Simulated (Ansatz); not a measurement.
# Ta3AsAu2O13 (P1) in Ansatz: single point with PBE

Aim: the single point of Ta3AsAu2O13 with PBE.

Everything below comes from runs of Ansatz 0.2.0. Logs are shortened: lines on timing, memory, paths and dates and some standing lists are left out, and cuts for length are marked.

### Step 1. The crystal as given

The typed cell holds 19 atoms: a = 5.887 Å, b = 6.310 Å, c = 7.976 Å, α = 73.43°, β = 76.58°, γ = 69.60°.

The cell was built by a generator and needn't be a form met in nature.

### Step 2. Single point, PBE

input.yaml

```yaml
crystal:
  lattice:
    - [5.88672, 0.0, 0.0]
    - [2.19986, 5.91413, 0.0]
    - [1.85109, 1.73865, 7.56124]
  atoms:
    - { symbol: Ta, position: [0.39605, 0.05, 0.58683] }
    - { symbol: Ta, position: [0.95891, 0.61806, 0.76348] }
    - { symbol: Ta, position: [0.06984, 0.27356, 0.18903] }
    - { symbol: As, position: [0.07072, 0.88917, 0.02743] }
    - { symbol: Au, position: [0.21939, 0.67567, 0.38144] }
    - { symbol: Au, position: [0.68925, 0.45927, 0.56874] }
    - { symbol: O, position: [0.16689, 0.59518, 0.16534] }
    - { symbol: O, position: [0.86104, 0.11514, 0.11677] }
    - { symbol: O, position: [0.2695, 0.96377, 0.83676] }
    - { symbol: O, position: [0.87527, 0.82792, 0.92] }
    - { symbol: O, position: [0.70329, 0.78261, 0.54686] }
    - { symbol: O, position: [0.17528, 0.40817, 0.5935] }
    - { symbol: O, position: [0.27798, 0.9264, 0.17203] }
    - { symbol: O, position: [0.64612, 0.14878, 0.61595] }
    - { symbol: O, position: [0.14281, 0.39538, 0.93941] }
    - { symbol: O, position: [0.30048, 0.17203, 0.35732] }
    - { symbol: O, position: [0.19051, 0.80386, 0.59347] }
    - { symbol: O, position: [0.70787, 0.4714, 0.81379] }
    - { symbol: O, position: [0.77878, 0.42364, 0.31185] }
hamiltonian:
  xc: pbe
  pseudopotentials: { kind: paw, level: accurate }
kpoints:
  mp_grid: { grid: [5, 5, 4] }
scf:
  occupations: { method: fermi_dirac, width: 0.05 }
output:
  forces: true
  stress: true
  eigenvalues: true
```

Potentials or basis: Ansatz PAW earlier set.

The run is started by

```sh
> ansatz run input.yaml --threads 8 --pin off --max-ram 20480MiB --backend cpu --events-out ev --progress --plain --runs-dir out
```

Log:

```text
Warning: RAYON_NUM_THREADS=8 ignored (pool sized by the plan → 8); use --threads N
Engine: ansatz 0.2.0, aarch64-unknown-linux-gnu
Pseudopotentials: kind: paw, level: accurate
Pseudopotential: Ta, paw, valence charge 27, recommended cutoff 640 eV (high), Ta.paw.azcp
Pseudopotential: As, paw, valence charge 15, recommended cutoff 580 eV (normal), As.paw.azcp#accurate
Pseudopotential: Au, paw, valence charge 19, recommended cutoff 864 eV (high), Au.paw.azcp
Pseudopotential: O, paw, valence charge 6, recommended cutoff 900 eV (normal), O.paw.azcp#accurate
Functional definition: PBE
  parameter kappa = 0.804
  parameter beta = 0.06672455060314922
  exchange = pbe_x(kappa = kappa, mu = beta*pi^2/3)
  correlation = pbe_c(beta = beta)
Crystal: 19 atoms, lattice volume = 263.243 Å³
Basis set: ecut = 900 eV, 16139 PW (Γ), exchange–correlation on 120×128×160 points (8 copies of the dense FFT grid, shifted against one another)
Bands: 128, of which v1, the nominal top of the filled ones, is band 106 counted from 1 (105 counted from 0)
Symmetry: 1 space group operations
Space group: P1 (ITA 1), of the structure as read, at distance tolerance 6.4e-5 Å
k-points: 51 of 100 (time reversal used)
Non-local potential: Ta, projectors of the file, l = 0: 3, l = 1: 3, l = 2: 2, l = 3: 3
Non-local potential: As, projectors of the file, l = 0: 3, l = 1: 3, l = 2: 3, l = 3: 2, l = 4: 1
Non-local potential: Au, projectors of the file, l = 0: 3, l = 1: 3, l = 2: 2, l = 3: 2
Non-local potential: O, projectors of the file, l = 0: 2, l = 1: 2, l = 2: 2, l = 3: 1
PAW form: soft (Blöchl's): semilocal exchange-correlation on the pseudo side does not see the compensation charge
PAW one-centre angular grid: Ta, 590 points (default); XC on 96 Gauss nodes
[... 19 lines left out ...]
SCF iter  11: F=—  HF=-88938.138938 eV  |F-HF|=—  |Δ(HF+E_count)|=   1.68e-4  Δρ=6.39e-5  dr2=1.23e-5  ethr=2.70e-8  ⟨swp⟩=2.0  Hψ=9043  notcnv=0  defer=374
SCF iter  12: F=—  HF=-88938.138942 eV  |F-HF|=—  |Δ(HF+E_count)|=   3.65e-6  Δρ=3.43e-5  dr2=3.26e-6  ethr=5.79e-9  ⟨swp⟩=2.0  Hψ=9772  notcnv=0  defer=374
SCF iter  13: F=—  HF=-88938.138943 eV  |F-HF|=—  |Δ(HF+E_count)|=   1.45e-6  Δρ=1.67e-5  dr2=7.72e-7  ethr=1.54e-9  ⟨swp⟩=2.0  Hψ=9761  notcnv=0  defer=374
SCF iter  14: F=—  HF=-88938.138944 eV  |F-HF|=—  |Δ(HF+E_count)|=   3.03e-7  Δρ=6.14e-6  dr2=1.18e-7  ethr=3.64e-10  ⟨swp⟩=2.0  Hψ=8732  notcnv=0  defer=374
SCF iter  15: F=-88938.138944 eV  HF=-88938.138944 eV  |F-HF|=3.32e-9  |Δ(HF+E_count)|=   9.74e-8  Δρ=3.08e-6  dr2=2.73e-8  ethr=4.72e-11  ⟨swp⟩=15.0  Hψ=32620  notcnv=0
SCF 1 converged in 15 iterations: F = -88938.138944 eV  dr2 = 2.73e-8
SCF converged after 15 iterations
Free energy (F): -88938.138944 eV
Harris-Foulkes:  -88938.138944 eV  (|F-HF|=3.32e-9)
Internal energy: -88938.138944 eV  (E = F + TS)
E sigma→0 (E₀):  -88938.138944 eV
Entropy (-TS):   -0.000000 eV (-0.000 meV/atom)
Fermi energy:    8.970578 eV
--- Per-component energies (eV) ---
  E_band       = -2336.884156
  E_kinetic    = 6696.165142
  E_local      = -54428.176357  (includes V_loc(G=0)·N_el)
  E_nonlocal   = 10863.063986
  E_hartree    = 18734.050497
  E_xc         = -3960.590494
  E_vxc        = -3193.799790  (∫ρ·V_xc dr)
  E_paw        = -44944.116497  (= ΣΔE_a, less E_core_relax)
  E_vpaw       = 257.758497  (= ΣTr[D̂ρ^β], less what the cores' own moments, if any, meet on the grid)
  E_core_relax = -0.005398  (the energy of the cores' relaxation)
  E_aug_tail   = 0.000549  (compensation charges beyond the density's cutoff)
  E_ewald      = -21898.530371
  E_smearing   = -0.000000  (= −TS)
  E_closure    = -0.000000  (closes the sum)
  Σ components = -88938.138944   (vs F -88938.138944, Δ=0.00e0)
--- Forces (eV/Å), atoms counted from 1 ---
  atom   1  Ta    -0.01191213    -0.01501312    -0.00253469
  atom   2  Ta     0.00229711     0.00405444    -0.00412894
  atom   3  Ta     0.00629245    -0.00112840     0.00457491
  atom   4  As     0.00278421    -0.00719664    -0.01159836
  atom   5  Au     0.00116978     0.00112937     0.00254127
  atom   6  Au    -0.00381518    -0.00290079    -0.00150735
[... 11 lines left out ...]
  atom  18  O     -0.01024064    -0.00230098     0.01376666
  atom  19  O     -0.00953234     0.00667097    -0.00123636
  max |Σ_I F_I| component: 7.18e-5 eV/Å
--- Stress (GPa, compression-positive) ---
        0.125126       0.018543       0.008749
        0.018542       0.162435      -0.004994
        0.008749      -0.004994       0.114044
  P = ⅓ Tr σ = 0.1339 GPa (1.339 kbar)
--- Band table (eV; the first three rows and the last of 51) ---
  k-point 0: bands = ["-97.3048", "-96.9930", "-59.7035", "-59.6282", "-59.5490", "-48.9904", "-48.8093", "-48.6569", "-48.5001", "-48.0710", "-47.7823", "-28.4357", "-28.4053", "-28.4013", "-28.3582", "-28.3333", "-26.3174", "-26.2934", "-26.2820", "-26.2297", "-26.1784", "-26.1656", "-26.1205", "-26.0991", "-26.0522", "-11.8196", "-11.5453", "-11.5380", "-11.5196", "-11.5148", "-11.4935", "-11.4862", "-11.4781", "-11.4627", "-11.4510", "-11.4138", "-11.4095", "-11.4033", "-11.4015", "-11.3792", "-11.3704", "-11.3663", "-11.3425", "-11.3323", "-11.3264", "-11.3140", "-11.3043", "-9.9957", "-9.7998", "-9.6645", "-9.3763", "-9.1139", "-8.9508", "-8.8542", "-8.6982", "-8.5859", "-8.4766", "-8.4155", "-8.1291", "-1.2570", "1.4390", "1.5035", "1.6550", "2.0104", "2.3653", "2.4183", "2.7819", "3.0641", "3.1881", "3.3756", "3.4779", "3.5548", "3.6674", "3.8149", "3.9856", "4.1525", "4.2553", "4.5003", "4.7249", "4.7542", "4.9756", "5.0057", "5.1816", "5.2474", "5.4042", "5.5824", "5.8197", "5.9701", "6.0345", "6.1479", "6.2193", "6.3760", "6.4383", "6.6183", "6.6374", "6.8461", "6.9808", "7.1413", "7.2697", "7.4235", "7.4842", "7.6705", "7.7138", "7.8191", "7.9202", "8.1098", "9.8460", "10.1290", "11.3214", "11.8839", "12.0027", "12.0856", "12.4618", "12.6141", "12.8406", "13.0273", "13.3249", "13.4472", "14.0512", "14.9642", "15.0406", "15.3191", "15.7604"]
  k-point 1: bands = ["-97.3048", "-96.9930", "-59.7035", "-59.6282", "-59.5490", "-48.9904", "-48.8093", "-48.6569", "-48.5001", "-48.0710", "-47.7823", "-28.4357", "-28.4053", "-28.4013", "-28.3582", "-28.3333", "-26.3211", "-26.2915", "-26.2800", "-26.2284", "-26.1776", "-26.1665", "-26.1222", "-26.0989", "-26.0522", "-11.7999", "-11.5465", "-11.5415", "-11.5205", "-11.5128", "-11.4938", "-11.4858", "-11.4773", "-11.4618", "-11.4502", "-11.4151", "-11.4102", "-11.4035", "-11.4015", "-11.3793", "-11.3702", "-11.3663", "-11.3425", "-11.3322", "-11.3261", "-11.3139", "-11.3033", "-10.1387", "-9.7504", "-9.6026", "-9.3932", "-9.0663", "-8.9429", "-8.8762", "-8.7288", "-8.5480", "-8.4669", "-8.4213", "-8.1340", "-1.3128", "1.4741", "1.5575", "1.7039", "2.0860", "2.2906", "2.3933", "2.8049", "2.8574", "3.2427", "3.3701", "3.4512", "3.5540", "3.6979", "3.8338", "4.0439", "4.1945", "4.3297", "4.4969", "4.6012", "4.7044", "4.8381", "5.0375", "5.2646", "5.4135", "5.4863", "5.5327", "5.7931", "5.8992", "6.0278", "6.1120", "6.3043", "6.4032", "6.4337", "6.5598", "6.6703", "6.8307", "6.9540", "7.1049", "7.2703", "7.3611", "7.5306", "7.6157", "7.7454", "7.8443", "7.8959", "8.1302", "9.8992", "9.9761", "11.4443", "11.7813", "11.9855", "12.1905", "12.5135", "12.7215", "12.8839", "13.0200", "13.3393", "13.5302", "13.9507", "14.8592", "15.0347", "15.2004", "15.4561"]
  k-point 2: bands = ["-97.3048", "-96.9930", "-59.7035", "-59.6282", "-59.5490", "-48.9904", "-48.8093", "-48.6569", "-48.5001", "-48.0710", "-47.7823", "-28.4357", "-28.4053", "-28.4013", "-28.3582", "-28.3333", "-26.3241", "-26.2905", "-26.2780", "-26.2270", "-26.1765", "-26.1676", "-26.1238", "-26.0987", "-26.0523", "-11.7789", "-11.5498", "-11.5431", "-11.5210", "-11.5116", "-11.4942", "-11.4854", "-11.4765", "-11.4608", "-11.4489", "-11.4172", "-11.4105", "-11.4038", "-11.4015", "-11.3794", "-11.3699", "-11.3663", "-11.3426", "-11.3322", "-11.3258", "-11.3139", "-11.3021", "-10.2341", "-9.7438", "-9.5525", "-9.4028", "-9.0219", "-8.9121", "-8.9008", "-8.7670", "-8.5349", "-8.4470", "-8.4224", "-8.1397", "-1.3663", "1.4879", "1.6506", "1.7612", "2.1069", "2.2643", "2.3851", "2.7119", "2.7648", "3.2481", "3.3877", "3.4857", "3.5630", "3.6320", "3.8347", "4.1037", "4.2598", "4.4748", "4.4815", "4.5835", "4.5976", "4.7632", "5.0420", "5.2491", "5.3988", "5.5231", "5.5916", "5.8214", "5.9303", "5.9745", "6.0780", "6.3142", "6.3780", "6.4556", "6.6021", "6.7401", "6.8186", "6.9243", "7.0418", "7.1246", "7.3961", "7.5815", "7.6160", "7.7662", "7.8243", "7.8912", "8.1455", "9.8215", "9.9527", "11.5235", "11.7384", "12.0990", "12.1674", "12.5449", "12.7294", "13.0150", "13.0659", "13.3323", "13.6460", "13.8219", "14.7750", "14.9210", "15.1298", "15.2433"]
  k-point 50: bands = ["-97.3048", "-96.9930", "-59.7035", "-59.6282", "-59.5490", "-48.9905", "-48.8093", "-48.6569", "-48.5001", "-48.0710", "-47.7823", "-28.4357", "-28.4053", "-28.4013", "-28.3582", "-28.3333", "-26.3248", "-26.2939", "-26.2710", "-26.2288", "-26.1747", "-26.1725", "-26.1228", "-26.0982", "-26.0524", "-11.7588", "-11.5468", "-11.5421", "-11.5200", "-11.5120", "-11.4925", "-11.4859", "-11.4776", "-11.4609", "-11.4495", "-11.4161", "-11.4111", "-11.4037", "-11.3981", "-11.3796", "-11.3697", "-11.3660", "-11.3465", "-11.3335", "-11.3235", "-11.3104", "-11.2989", "-10.0425", "-9.8100", "-9.5414", "-9.4055", "-9.2874", "-8.9521", "-8.8483", "-8.7289", "-8.5331", "-8.4668", "-8.3910", "-8.1703", "-1.2353", "1.5075", "1.5796", "1.8742", "2.0918", "2.1647", "2.4292", "2.8216", "3.0584", "3.1524", "3.3202", "3.4911", "3.5222", "3.6301", "3.8161", "4.0543", "4.1689", "4.4021", "4.5458", "4.6139", "4.6945", "4.9839", "5.0774", "5.1757", "5.3080", "5.4768", "5.5773", "5.6785", "5.8090", "5.9512", "6.0565", "6.1935", "6.3063", "6.3701", "6.5165", "6.7466", "6.8601", "6.9891", "7.1403", "7.2386", "7.3918", "7.4927", "7.5816", "7.6760", "7.8156", "7.8726", "8.0098", "10.0228", "10.1015", "11.5404", "11.7572", "12.0033", "12.4110", "12.5526", "12.7935", "12.8718", "13.2453", "13.3727", "13.6731", "14.2273", "14.4417", "14.8158", "15.1799", "15.5127"]
```

Run time: 2.5 min. Hardware: 8 threads of Arm Neoverse V2, shared host; peak memory 6.9 GiB.

What came out:

- Free energy: -88938.1389 eV
- Pressure: 0.1 GPa
- Largest force: 0.019 eV/Å
- Band gap on the k mesh: 1.61 eV, indirect (least direct gap 1.65 eV)

Forces on the atoms (eV/Å):
```
Ta  -0.012 -0.015 -0.003
Ta   0.002  0.004 -0.004
Ta   0.006 -0.001  0.005
As   0.003 -0.007 -0.012
Au   0.001  0.001  0.003
Au  -0.004 -0.003 -0.002
O    0.002  0.000 -0.007
O   -0.010  0.000  0.000
O   -0.004  0.000  0.014
O    0.009  0.010  0.012
O    0.001  0.001 -0.010
O    0.000  0.006  0.004
O    0.003 -0.008 -0.009
O    0.015  0.005  0.000
O    0.003 -0.002  0.001
O    0.002  0.004 -0.003
O    0.003 -0.001 -0.003
O   -0.010 -0.002  0.014
O   -0.010  0.007 -0.001
```

Caveat: odd divisions of the mesh miss points on the zone boundary, where band edges often lie, so the gap on the mesh can be too wide; spin-orbit coupling is left out, which moves the levels of the heavy elements. A k mesh can miss the band edges.
